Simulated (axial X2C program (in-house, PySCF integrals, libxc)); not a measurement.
# SrK: from the state search to constants

Aim: find the lowest determinant of SrK, scan the bond at several levels and fit the constants, once spin-free and once with spin–orbit coupling.

Program: an in-house X2C program for linear molecules on PySCF integrals. Level of theory: all-electron X2C, Sr dyall-cv3z, K dyall-cv3z. These are calculated values, not measurements.

## Step 1: Input

Input file task.json:

```json
{
 "zs": [
  38,
  19
 ],
 "q": 0,
 "bas": [
  "dyall-cv3z",
  "dyall-cv3z"
 ],
 "levels": [
  "PBE0",
  "HF",
  "BP86"
 ],
 "cc": true,
 "r0": 3.81,
 "thr": -1.0,
 "nmax": 90,
 "npts": 10,
 "nst": 2,
 "ntry": 6
}
```

Keys: zs atomic numbers; q charge; bas basis sets; levels methods (HF also brings MP2); cc coupled cluster on or off; r0 starting distance in Å; thr threshold in hartree for freezing inner shells (an s shell follows its p shell); nmax most natural virtual spinors; npts points asked for on the curve; nst determinants followed; ntry starts of the search.

Launch:

```
> python so2c.py task.json out
```

Spin-free means the one-electron spin-free X2C Hamiltonian; two-component (2c) means X2C with spin–orbit coupling and atomic mean-field two-electron Coulomb and Gaunt terms. Basis: Sr dyall-cv3z contracted to [13s12p8d5f1g], K dyall-cv3z contracted to [11s12p6d3f]; Gaussian nuclei, density fitting. Masses: Sr 87.906 u, K 38.964 u.

Notation: σ, π±, δ± give the projection m of an orbital's angular momentum (0, ±1, ±2), α and β its spin, Λ and M_S the sums; ω is the projection of a spinor's total angular momentum and Ω the sum. Logs are in hartree.

The results follow Hamiltonian by Hamiltonian and level by level.

## Step 2: Which state to follow

PBE0 moves the distance from 3.810 Å to 4.481 Å and compares determinants there.

Spin-free determinants:

```
ΔE (eV)             state                        open shells
   0.00  M_S = 1/2, Λ = 0           beyond closed shells: σα
   0.90  M_S = 1/2, Λ = 1          beyond closed shells: π+α
   1.55  M_S = 3/2, Λ = 1  beyond closed shells: 2 × σα, π+α
   1.90  M_S = 3/2, Λ = 0       beyond closed shells: 3 × σα
   1.92  M_S = 1/2, Λ = 2          beyond closed shells: δ+α
   2.01  M_S = 1/2, Λ = 1  beyond closed shells: 2 × σα, π+β
```

Two-component determinants:

```
ΔE (eV)    state                                  open shells
   0.00  Ω = 1/2                excess of +ω over −ω: ω = 1/2
   0.91  Ω = 3/2                excess of +ω over −ω: ω = 3/2
   1.56  Ω = 5/2   excess of +ω over −ω: 2 × ω = 1/2, ω = 3/2
   1.90  Ω = 3/2            excess of +ω over −ω: 3 × ω = 1/2
   1.93  Ω = 5/2                excess of +ω over −ω: ω = 5/2
   2.03  Ω = 1/2  excess of +ω over −ω: 2 × ω = -1/2, ω = 3/2
   2.35  Ω = 7/2   excess of +ω over −ω: 2 × ω = 1/2, ω = 5/2
```

## Step 3: PBE0, spin-free

State followed: M_S = 1/2, Λ = 0 (beyond closed shells: σα). The scan is laid around 4.481 Å, a first estimate of the minimum, and this SCF restarts from the orbitals of the search.

Output at 4.481 Å:

```text
spin-free X2C-1e  PBE0
basis functions 231  fitting functions 1049  grid points 5811
iter        total energy     max residual
   1      -3781.049904436     2.75e-06
   2      -3781.049904437     1.98e-06
converged
one-electron -5395.37844913  Coulomb 1668.13954546  exact exchange -34.20545966  xc functional -104.86908637  nuclear repulsion 85.26354525
```

Along the bond, energies from the lowest point:

| R (Å) | E (eV) | μ (D) | HOMO (eV) | LUMO (eV) | iterations |
| --- | --- | --- | --- | --- | --- |
| 4.212 | 0.0121 | 1.74 | -2.84 | -1.47 | 11 |
| 4.347 | 0.0019 | 1.75 | -2.85 | -1.49 | 11 |
| 4.481 | 0.0000 | 1.74 | -2.87 | -1.50 | 2 |
| 4.638 | 0.0053 | 1.72 | -2.89 | -1.50 | 11 |
| 4.795 | 0.0161 | 1.68 | -2.91 | -1.51 | 11 |
| 4.996 | 0.0346 | 1.61 | -2.93 | -1.51 | 11 |

Dipoles are positive if K is the positive end.

Outer orbitals at the reference distance:

| symmetry | occupied | ε (eV) | atomic character |
| --- | --- | --- | --- |
| π+α | yes | -24.70 | 100% Sr p |
| π-α | yes | -24.70 | 100% Sr p |
| π+β | yes | -24.69 | 100% Sr p |
| π-β | yes | -24.69 | 100% Sr p |
| σα | yes | -24.66 | 100% Sr p |
| σβ | yes | -24.62 | 100% Sr p |
| π+α | yes | -20.76 | 100% K p |
| π-α | yes | -20.76 | 100% K p |
| σα | yes | -20.73 | 100% K p |
| π-β | yes | -20.70 | 100% K p |
| π+β | yes | -20.70 | 100% K p |
| σβ | yes | -20.68 | 100% K p |
| σα | yes | -4.26 | 68% Sr s, 19% K s, 9% K p |
| σβ | yes | -4.01 | 72% Sr s, 13% K s, 12% K p |
| σα | yes | -2.87 | 53% K s, 29% Sr p, 11% Sr s |
| σβ | no | -1.50 | 50% K s, 36% Sr p, 8% Sr s |
| π+α | no | -1.07 | 60% Sr p, 35% K p, 4% K d |
| π-α | no | -1.07 | 60% Sr p, 35% K p, 4% K d |
| σα | no | -1.02 | 46% K p, 36% Sr p, 15% K s |

PBE0 fields in the half plane through the axis: z from -2.4 to 6.6 Å across, distance from the axis 0.15 to 2.25 Å upwards; Sr lies at z = 0 and K at z = 4.481 Å; the ELF is damped to zero where the density is low.

log10 density (e/bohr³). Ten even steps from ' ' (-3.53 ) to '@' (1.53 ):
```
      ........................................                
  ..........::::::::..................................        
  ......::::::::::::::::::..............................      
......::::::::------::::::::::::........::::::--::::::....    
....::::::----======----::::::::::::::::::--======--::::....  
....::::--====++++++====--::::::::::::::--==++++++==--::......
....::::--==++**##**++==--::::::::::::--==++******++==--::....
..::::::--++**%%@@%%**++----::::::::::--++**##@@****==--::....
```

ELF. Ten even steps from '0' (0.05 ) to '9' (0.93 ):
```
4799998877665544556553333445532
7999975333345667776421000124554
9998621000014678874100000001355
9995200010001489962000111000146
9962003565300279940003676410025
9840037888730169830048999841014
9720178212871049820179838972003
9710386636582049810289180983003
```

Re = 4.449 Å, ωe = 60.1 cm⁻¹, ωexe = 0.426 cm⁻¹, Be = 0.03155 cm⁻¹, De = 0.210 eV, μ = 1.74 D.

## Step 4: HF, spin-free

The SCF at the reference distance of 4.481 Å:

```text
spin-free X2C-1e  HF
basis functions 231  fitting functions 1049  grid points 5811
iter        total energy     max residual
   1      -3778.797197043     2.57e-01
   2      -3778.817386849     3.46e-03
   3      -3778.818048454     1.08e-03
   4      -3778.818285599     9.69e-04
   5      -3778.818429629     8.98e-04
   6      -3778.818681919     7.15e-04
   7      -3778.818888259     5.30e-04
   8      -3778.819011580     3.60e-04
   9      -3778.819059888     1.78e-04
  10      -3778.819070347     1.05e-04
  11      -3778.819072171     5.46e-05
  12      -3778.819072759     2.50e-05
  13      -3778.819073006     1.16e-05
  14      -3778.819073083     7.29e-06
  15      -3778.819073117     2.98e-06
  16      -3778.819073123     1.21e-06
  17      -3778.819073124     3.89e-07
converged
one-electron -5394.09610447  Coulomb 1666.90326036  exact exchange -136.88977427  xc functional 0.00000000  nuclear repulsion 85.26354525
```

No constants are quoted: the lowest point is the long end of the scan.

## Step 5: BP86, spin-free

Output at 4.481 Å:

```text
spin-free X2C-1e  BP86
basis functions 231  fitting functions 1049  grid points 5811
iter        total energy     max residual
   1      -3781.983879109     9.57e-02
   2      -3781.987772355     1.98e-03
   3      -3781.987816819     8.50e-04
   4      -3781.987828529     2.08e-04
   5      -3781.987831026     4.60e-05
   6      -3781.987831616     4.19e-05
   7      -3781.987831987     1.90e-05
   8      -3781.987832068     6.53e-06
   9      -3781.987832076     4.05e-06
  10      -3781.987832077     1.74e-06
converged
one-electron -5395.59932819  Coulomb 1668.35175886  exact exchange 0.00000000  xc functional -140.00380800  nuclear repulsion 85.26354525
```

Re = 4.448 Å, ωe = 57.6 cm⁻¹, ωexe = 0.432 cm⁻¹, Be = 0.03156 cm⁻¹, De = 0.185 eV, μ = 1.17 D.

## Step 6: Correlated methods, spin-free

Correlated methods: 11 electrons correlated (frozen shells, counted by type: Sr 4 s, 3 p, 1 d; K 2 s, 1 p), 303 virtual spinors in MP2, 90 natural virtuals in coupled cluster.

Output of the correlated part at 4.481 Å:

```text
correlated 11  virtual 303  natural virtual 90  E(MP2) -0.254282859  MP2 remainder -0.008800585
iter   CCSD correlation   residual
   1     -0.265768383   1.42e-01
   2     -0.274536247   7.30e-02
   3     -0.274723743   3.17e-02
   4     -0.275081080   1.46e-02
   5     -0.275335332   6.53e-03
   6     -0.275378843   2.90e-03
   7     -0.275386623   1.47e-03
   8     -0.275381503   7.96e-04
   9     -0.275386867   3.97e-04
  10     -0.275389558   1.49e-04
  11     -0.275390094   6.15e-05
  12     -0.275390323   2.32e-05
  13     -0.275390397   1.11e-05
  14     -0.275390543   5.89e-06
  15     -0.275390642   3.36e-06
  16     -0.275390683   1.68e-06
  17     -0.275390700   8.56e-07
(T) -0.008043571  T1 0.0541  D1 0.1305  max T2 0.124
```

T1 in the output is the amplitude norm over the root of the electron number; divide by √2 for the Lee–Taylor value.

MP2: Re = 4.535 Å, ωe = 46.5 cm⁻¹, Be = 0.03036 cm⁻¹, De = 0.032 eV.

CCSD: Re = 4.549 Å, ωe = 49.0 cm⁻¹, ωexe = 0.796 cm⁻¹, Be = 0.03017 cm⁻¹, De = 0.131 eV. T1 at Re = 0.039 (Lee–Taylor, the printed value over √2).

CCSD(T): Re = 4.469 Å, ωe = 54.7 cm⁻¹, ωexe = 0.717 cm⁻¹, Be = 0.03126 cm⁻¹, De = 0.143 eV. T1 at Re = 0.038 (Lee–Taylor, the printed value over √2).

## Step 7: A higher determinant, spin-free

State: M_S = 1/2, Λ = 1 (beyond closed shells: π+α).

Output at the reference distance:

```text
spin-free X2C-1e  PBE0
basis functions 231  fitting functions 1049  grid points 5811
iter        total energy     max residual
   1      -3781.016999793     1.57e-05
   2      -3781.016999849     1.59e-05
   3      -3781.016999868     9.13e-06
   4      -3781.016999892     5.67e-06
   5      -3781.016999914     4.82e-06
   6      -3781.016999923     3.02e-06
   7      -3781.016999933     1.50e-06
   8      -3781.016999936     4.06e-07
   9      -3781.016999936     1.08e-07
converged
one-electron -5394.96964151  Coulomb 1667.75450416  exact exchange -34.20369743  xc functional -104.86171040  nuclear repulsion 85.26354525
```

| R (Å) | E above the lowest PBE0 point (eV) |
| --- | --- |
| 4.212 | 0.792 |
| 4.347 | 0.841 |
| 4.481 | 0.895 |
| 4.638 | 0.964 |
| 4.795 | 1.035 |
| 4.996 | 1.127 |

No constants are quoted: the lowest point is the short end of the scan.

## Step 8: The spin-free curves together

Energy (eV) of the followed determinant, spin-free, from each level's lowest point:

| R (Å) | PBE0 | HF | MP2 | CCSD | CCSD(T) | BP86 |
| --- | --- | --- | --- | --- | --- | --- |
| 4.212 | 0.012 | 0.082 | 0.016 | 0.019 | 0.013 | 0.011 |
| 4.347 | 0.002 | 0.051 | 0.004 | 0.005 | 0.003 | 0.002 |
| 4.481 | 0.000 | 0.029 | 0.000 | 0.000 | 0.000 | 0.000 |
| 4.638 | 0.005 | 0.013 | 0.001 | 0.000 | 0.004 | 0.005 |
| 4.795 | 0.016 | 0.005 | 0.005 | 0.005 | 0.011 | 0.015 |
| 4.996 | 0.035 | 0.000 | 0.013 | 0.014 | 0.024 | 0.032 |

## Step 9: PBE0, 2c

State followed: Ω = 1/2 (excess of +ω over −ω: ω = 1/2). The scan is laid around 4.481 Å, a first estimate of the minimum, and this SCF restarts from the orbitals of the search.

The SCF at the reference distance of 4.481 Å:

```text
two-component X2C + atomic mean field  PBE0
basis functions 231  fitting functions 1049  grid points 5811
iter        total energy     max residual
   1      -3779.760319568     1.51e-05
   2      -3779.760319582     1.44e-05
   3      -3779.760319587     2.64e-06
   4      -3779.760319588     1.58e-06
converged
one-electron -5391.96483879  Coulomb 1667.39907477  exact exchange -34.19013240  xc functional -104.82277926  nuclear repulsion 85.26354525  atomic mean-field constant -1.44518916
```

Along the bond, energies from the lowest point:

| R (Å) | E (eV) | μ (D) | HOMO (eV) | LUMO (eV) | iterations |
| --- | --- | --- | --- | --- | --- |
| 4.212 | 0.0120 | 1.74 | -2.84 | -1.47 | 11 |
| 4.347 | 0.0019 | 1.75 | -2.85 | -1.49 | 11 |
| 4.481 | 0.0000 | 1.74 | -2.87 | -1.50 | 4 |
| 4.638 | 0.0054 | 1.72 | -2.89 | -1.50 | 11 |
| 4.795 | 0.0161 | 1.68 | -2.91 | -1.51 | 11 |
| 4.996 | 0.0346 | 1.61 | -2.93 | -1.51 | 11 |

Dipoles are positive if K is the positive end.

Outer spinors at the reference distance:

| ω | occupied | ε (eV) | atomic character | λ mixture |
| --- | --- | --- | --- | --- |
| 1/2 | yes | -25.44 | 100% Sr p | 68% π, 32% σ |
| -1/2 | yes | -25.43 | 100% Sr p | 70% π, 30% σ |
| 3/2 | yes | -24.31 | 100% Sr p | 100% π |
| -3/2 | yes | -24.29 | 100% Sr p | 100% π |
| 1/2 | yes | -24.28 | 100% Sr p | 68% σ, 32% π |
| -1/2 | yes | -24.25 | 100% Sr p | 70% σ, 30% π |
| -1/2 | yes | -20.90 | 100% K p | 79% π, 21% σ |
| 1/2 | yes | -20.88 | 100% K p | 61% π, 39% σ |
| 3/2 | yes | -20.67 | 100% K p | 100% π |
| 1/2 | yes | -20.63 | 100% K p | 61% σ, 39% π |
| -3/2 | yes | -20.61 | 100% K p | 100% π |
| -1/2 | yes | -20.61 | 100% K p | 79% σ, 21% π |
| 1/2 | yes | -4.26 | 68% Sr s, 19% K s, 9% K p | 100% σ |
| -1/2 | yes | -4.01 | 72% Sr s, 13% K s, 12% K p | 100% σ |
| 1/2 | yes | -2.87 | 53% K s, 29% Sr p, 11% Sr s | 100% σ |
| -1/2 | no | -1.50 | 50% K s, 36% Sr p, 8% Sr s | 100% σ |
| -1/2 | no | -1.08 | 61% Sr p, 34% K p, 4% K d | 100% π |
| 3/2 | no | -1.06 | 59% Sr p, 36% K p, 4% K d | 100% π |
| 1/2 | no | -1.02 | 44% K p, 38% Sr p, 14% K s | 94% σ, 6% π |

PBE0 fields in the half plane through the axis: z from -2.4 to 6.6 Å across, distance from the axis 0.15 to 2.25 Å upwards; Sr lies at z = 0 and K at z = 4.481 Å; the ELF is damped to zero where the density is low.

log10 density (e/bohr³). Ten even steps from '0' (-3.53 ) to '9' (1.53 ):
```
0001111111111111111111100000000
0111112222111111111111111110000
0111222222222111111111111111000
1112222333222222111122232221100
1122233444332222222223444322110
1122344555443222222234555432111
1122345676543222222345666543211
1222356898653322222356796643211
```

ELF. Ten even steps from '0' (0.05 ) to '9' (0.93 ):
```
4799998877665544556543333445532
7999975333345667776421000124554
9998621000014678874100000001355
9995200010001489962000111000146
9962003565300279940003676410025
9840037888730169830048999841014
9720178212871049820179838972003
9710386636582049810289180983003
```

Re = 4.448 Å, ωe = 60.1 cm⁻¹, ωexe = 0.426 cm⁻¹, Be = 0.03156 cm⁻¹, De = 0.209 eV, μ = 1.74 D.

## Step 10: HF, 2c

Output at 4.481 Å:

```text
two-component X2C + atomic mean field  HF
basis functions 231  fitting functions 1049  grid points 5811
iter        total energy     max residual
   1      -3777.507937512     2.58e-01
   2      -3777.528120194     3.46e-03
   3      -3777.528783985     1.08e-03
   4      -3777.529022620     9.68e-04
   5      -3777.529167643     8.97e-04
   6      -3777.529421925     7.15e-04
   7      -3777.529631388     5.29e-04
   8      -3777.529757479     3.58e-04
   9      -3777.529807316     1.76e-04
  10      -3777.529818444     1.03e-04
  11      -3777.529820650     5.23e-05
  12      -3777.529821545     2.69e-05
  13      -3777.529822061     2.16e-05
  14      -3777.529822306     1.80e-05
  15      -3777.529822477     1.41e-05
  16      -3777.529822567     1.12e-05
  17      -3777.529822639     8.30e-06
  18      -3777.529822709     4.34e-06
  19      -3777.529822738     1.39e-06
  20      -3777.529822742     6.47e-07
  21      -3777.529822742     4.70e-07
converged
one-electron -5390.68156473  Coulomb 1666.16183423  exact exchange -136.82844834  xc functional 0.00000000  nuclear repulsion 85.26354525  atomic mean-field constant -1.44518916
```

No constants are quoted: the lowest point is the long end of the scan.

## Step 11: BP86, 2c

The SCF at the reference distance of 4.481 Å:

```text
two-component X2C + atomic mean field  BP86
basis functions 231  fitting functions 1049  grid points 5811
iter        total energy     max residual
   1      -3780.693838917     9.55e-02
   2      -3780.697732735     1.99e-03
   3      -3780.697777321     8.47e-04
   4      -3780.697789133     2.08e-04
   5      -3780.697791663     4.72e-05
   6      -3780.697792227     4.73e-05
   7      -3780.697792652     1.68e-05
   8      -3780.697792737     6.65e-06
   9      -3780.697792745     4.33e-06
  10      -3780.697792747     1.75e-06
converged
one-electron -5392.18626987  Coulomb 1667.61185286  exact exchange 0.00000000  xc functional -139.94173184  nuclear repulsion 85.26354525  atomic mean-field constant -1.44518916
```

Re = 4.447 Å, ωe = 57.6 cm⁻¹, ωexe = 0.432 cm⁻¹, Be = 0.03157 cm⁻¹, De = 0.185 eV, μ = 1.17 D.

## Step 12: Correlated methods, 2c

Correlated methods: 11 electrons correlated (frozen shells, counted by type: Sr 4 s, 3 p, 1 d; K 2 s, 1 p), 303 virtual spinors in MP2, 90 natural virtuals in coupled cluster.

Output of the correlated part at 4.481 Å:

```text
correlated 11  virtual 303  natural virtual 90  E(MP2) -0.254315245  MP2 remainder -0.008695012
iter   CCSD correlation   residual
   1     -0.265806720   1.42e-01
   2     -0.274629511   7.31e-02
   3     -0.274773072   3.17e-02
   4     -0.275117838   1.48e-02
   5     -0.275389717   6.55e-03
   6     -0.275443054   2.99e-03
   7     -0.275445425   1.50e-03
   8     -0.275438747   8.15e-04
   9     -0.275445169   4.02e-04
  10     -0.275448603   1.56e-04
  11     -0.275449159   6.68e-05
  12     -0.275449269   2.79e-05
  13     -0.275449311   1.52e-05
  14     -0.275449492   8.81e-06
  15     -0.275449609   5.07e-06
  16     -0.275449644   2.51e-06
  17     -0.275449658   1.27e-06
(T) -0.008050212  T1 0.0544  D1 0.1308  max T2 0.125
```

MP2: Re = 4.535 Å, ωe = 46.6 cm⁻¹, Be = 0.03036 cm⁻¹, De = 0.032 eV.

CCSD: Re = 4.548 Å, ωe = 49.2 cm⁻¹, ωexe = 0.765 cm⁻¹, Be = 0.03019 cm⁻¹, De = 0.128 eV. T1 at Re = 0.039 (Lee–Taylor, the printed value over √2).

CCSD(T): Re = 4.468 Å, ωe = 54.8 cm⁻¹, ωexe = 0.7 cm⁻¹, Be = 0.03128 cm⁻¹, De = 0.140 eV. T1 at Re = 0.038 (Lee–Taylor, the printed value over √2).

## Step 13: A higher determinant, 2c

State: Ω = 3/2 (excess of +ω over −ω: ω = 3/2).

Output at the reference distance:

```text
two-component X2C + atomic mean field  PBE0
basis functions 231  fitting functions 1049  grid points 5811
iter        total energy     max residual
   1      -3779.727051115     1.41e-05
   2      -3779.727051207     1.61e-05
   3      -3779.727051254     1.05e-05
   4      -3779.727051397     6.51e-06
   5      -3779.727051427     2.70e-06
   6      -3779.727051432     1.17e-06
   7      -3779.727051433     2.11e-07
converged
one-electron -5391.55003611  Coulomb 1667.00852168  exact exchange -34.18842093  xc functional -104.81547217  nuclear repulsion 85.26354525  atomic mean-field constant -1.44518916
```

| R (Å) | E above the lowest PBE0 point (eV) |
| --- | --- |
| 4.212 | 0.802 |
| 4.347 | 0.851 |
| 4.481 | 0.905 |
| 4.638 | 0.973 |
| 4.795 | 1.044 |
| 4.996 | 1.136 |

No constants are quoted: the lowest point is the short end of the scan.

## Step 14: The 2c curves together

Energy (eV) of the followed determinant, 2c, from each level's lowest point:

| R (Å) | PBE0 | HF | MP2 | CCSD | CCSD(T) | BP86 |
| --- | --- | --- | --- | --- | --- | --- |
| 4.212 | 0.012 | 0.082 | 0.016 | 0.019 | 0.013 | 0.011 |
| 4.347 | 0.002 | 0.051 | 0.004 | 0.005 | 0.002 | 0.002 |
| 4.481 | 0.000 | 0.029 | 0.000 | 0.000 | 0.000 | 0.000 |
| 4.638 | 0.005 | 0.013 | 0.001 | 0.000 | 0.004 | 0.005 |
| 4.795 | 0.016 | 0.005 | 0.005 | 0.005 | 0.011 | 0.015 |
| 4.996 | 0.035 | 0.000 | 0.013 | 0.014 | 0.024 | 0.032 |

Time for the job: 3.6 min (1 thread of Intel Xeon 6975P-C (Granite Rapids), shared host).

## Step 15: Results

Lowest determinant that the search found at its distance, spin-free: M_S = 1/2, Λ = 0 (beyond closed shells: σα).

Lowest determinant that the search found at its distance, 2c: Ω = 1/2 (excess of +ω over −ω: ω = 1/2).

| Hamiltonian | level | Re (Å) | ωe (cm⁻¹) | De (eV) | μ (D) |
| --- | --- | --- | --- | --- | --- |
| spin-free | PBE0 | 4.449 | 60.1 | 0.210 | 1.74 |
| spin-free | MP2 | 4.535 | 46.5 | 0.032 | n/a |
| spin-free | CCSD | 4.549 | 49.0 | 0.131 | n/a |
| spin-free | CCSD(T) | 4.469 | 54.7 | 0.143 | n/a |
| spin-free | BP86 | 4.448 | 57.6 | 0.185 | 1.17 |
| 2c | PBE0 | 4.448 | 60.1 | 0.209 | 1.74 |
| 2c | MP2 | 4.535 | 46.6 | 0.032 | n/a |
| 2c | CCSD | 4.548 | 49.2 | 0.128 | n/a |
| 2c | CCSD(T) | 4.468 | 54.8 | 0.140 | n/a |
| 2c | BP86 | 4.447 | 57.6 | 0.185 | 1.17 |

Dipoles are positive if K is the positive end. No constants: spin-free HF (the lowest point is the long end of the scan); 2c HF (the lowest point is the long end of the scan).

Time per point (s) on 1 thread of Intel Xeon 6975P-C (Granite Rapids), shared host (2c runs; CCSD comes with the CCSD(T) run); the times are rough: PBE0 1.4, MP2 1.5, CCSD(T) 8.5, BP86 0.78.

What this shows: At CCSD(T), going from spin-free to two-component changes Re by -1 mÅ, ωe by +0.2 %; the spin-free picture holds up (part of it comes from the scalar share of the two-electron terms). De moves by 0.00 eV; both De rest on single-determinant atoms, which can miss part of an open shell's spin–orbit lowering.

De refers to Sr + K, each in the lowest determinant found, which need not be this curve's own limit. The state is a single determinant with fixed occupations, the lowest that a limited PBE0 search found. De is counted from the lowest determinant-based energies of the atoms at the same level, without counterpoise correction. Density functionals use the spin component along the axis (collinear). Coupled cluster ran in a truncated set of natural virtual spinors; the MP2 energy of the rest was added. The spin-free determinant is spin-contaminated at some levels, which hurts MP2 most. With the outer-core shells frozen, correlated bond lengths of heavy atoms tend to come out a few hundredths of an ångström too long. T1 at Re is 0.039 (Lee–Taylor), above the customary mark of 0.02.
